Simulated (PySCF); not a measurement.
# ClH8O3Si2: the cost of one run

Computed with PySCF 2.14.0; each step states its level. No surroundings beyond the atoms listed, unless a continuum is named. Atoms count from 0, parts from 1.

### Step 1. Starting point

14 atoms, charge 1, multiplicity 1; geometry: GFN2-xTB, rigid scan. Parts: 1 = atoms 0–9, `O[SiH2]O[SiH2]Cl`, charge 0; 2 = atoms 10–13, `[OH3+]`, charge 1. In the given geometry H12 is shared between O10 (1.09 Å) and Cl4 (1.41 Å), so values for the parts refer to these atom groups.

### Step 2. Interaction energy: 1.41 Å

Job settings and geometry (Å):

```
{"job": {"kind": "inter", "xc": "SCAN", "basis": "def2-SVP", "disp": "d3bj"}, "charge": 1, "multiplicity": 1, "parts": [{"atoms": "0-9", "charge": 0, "multiplicity": 1}, {"atoms": "10-13", "charge": 1, "multiplicity": 1}]}
O     -0.870989     1.651610     0.159663
Si    -1.353327     0.111073     0.068804
O      0.088494    -0.663838    -0.192976
Si     1.638201    -0.966426    -0.122561
Cl     2.489790     0.580759    -1.224679
H     -1.462627     2.376896     0.339704
H     -2.091886    -0.177699    -1.144070
H     -1.814526    -0.419881     1.336049
H      2.244167    -0.737062     1.173419
H      1.942336    -2.111584    -0.953425
O      4.631347     1.407731    -2.195811
H      4.767696     2.291898    -1.810471
H      3.747590     0.967291    -1.735218
H      4.474246     1.480839    -3.154537
```

Level: SCAN-D3(BJ)/def2-SVP interaction energy, counterpoise and uncorrected, gas phase.

On the command line:

```
$ OMP_NUM_THREADS=1 python cluster_run.py task.json out
```

This one command runs all jobs of the session in turn.

Q: Estimate the wall time and peak memory of this first job on 1 thread of Intel Xeon 6975P-C, shared host.

About 29 s, with a peak of 0.48 GiB.
